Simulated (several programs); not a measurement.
What each method gives for SnH (chair-type functionalised monolayer)

SnH as a chair-type functionalised monolayer, relaxed with r2SCAN in Ansatz, was computed with several methods. The sheet's in-plane cell has a = 4.659 Å, b = 4.659 Å (γ = 120.0°), and its outermost atoms lie 4.27 Å apart along the normal. Sn has 1 H at 1.72 Å and 3 Sn at 2.81 Å; H has 1 Sn at 1.72 Å. These are computed values for a spin-unpolarised cell that may be hypothetical; none is a measurement.

```cif
data_structure
_symmetry_space_group_name_H-M 'P 1'
_symmetry_Int_Tables_number 1
_cell_length_a 4.6586
_cell_length_b 4.6586
_cell_length_c 32.3669
_cell_angle_alpha 90.000
_cell_angle_beta 90.000
_cell_angle_gamma 120.000
_cell_volume 608.34
loop_
_atom_site_label
_atom_site_type_symbol
_atom_site_fract_x
_atom_site_fract_y
_atom_site_fract_z
_atom_site_occupancy
Sn1 Sn 0.33333 0.66667 0.32172 1
Sn2 Sn 0.66667 0.33333 0.29619 1
H1 H 0.33333 0.66667 0.37492 1
H2 H 0.66667 0.33333 0.24299 1
```
The sheet repeats along a and b alone.

Gaps and times are for a single point on this cell. Times are rough, from shared hosts (Arm Neoverse V1; Arm Neoverse V2), and each method has its own mesh and cell size. A dagger marks a closed or tiny gap in a crystal that DFT finds insulating: a failure of the method or a wrong SCF state. PM6 (MOPAC), PM7 (MOPAC), GFN1-xTB (tblite), GFN2-xTB (tblite) treat a cluster of cells at its zone centre, which samples few k points: where these miss a band edge, the gap comes out too large for that reason alone. Gaps from k meshes are read at a limited set of points (mesh, symmetry points, PBE's band edges), so each method's own least gap may be somewhat smaller. xTB and the PM methods were fitted mostly to molecules, and can miss a solid's gap by electronvolts. Minimal bases can be far off for gaps. Times of the plane-wave ladder aren't listed, since it ran on unlike processors and cards. GLLB-SC's gap includes the derivative discontinuity. d marks a direct gap, i an indirect one (no mark: not told apart), a dash a value that wasn't computed or didn't pass its checks.

```
                              method              kind  gap (eV)  atoms computed  processor time
                         PM6 (MOPAC)    semi-empirical      1.36         cluster          0.21 s
                   GFN1-xTB (tblite)     tight binding     0.00†         cluster          0.95 s
                         PM7 (MOPAC)    semi-empirical      4.28         cluster             1 s
                   GFN2-xTB (tblite)     tight binding     0.00†         cluster           1.2 s
light PBE (260 eV and a coarse mesh)  light plane-wave    0.52 d               4           2.8 s
              PBE/single zeta (GPAW)       small basis    0.70 d               4           5.6 s
                                 LDA         semilocal    0.45 d               4               –
                                 PBE         semilocal    0.57 d               4               –
                              r2SCAN         semilocal    0.82 d               4               –
                             PBE+SOC         semilocal    0.36 d               4               –
                      GLLB-SC (GPAW)   model potential      1.03               4         3.7 min
                             LC-ωPBE            hybrid    5.18 d               4               –
                               HSE06            hybrid    1.14 d               4               –
                                PBE0            hybrid    1.72 d               4               –
                             r2SCANh            hybrid    1.21 d               4               –
```

Against HSE06 (1.14 eV) and with closed or daggered gaps left aside, the nearest gap at the points sampled is that of r2SCANh (+0.07 eV) and the farthest that of LC-ωPBE (+4.04 eV). HSE06 is only a yardstick of convenience, and nearness to it can be luck.

Only the rows marked +SOC include spin-orbit coupling.
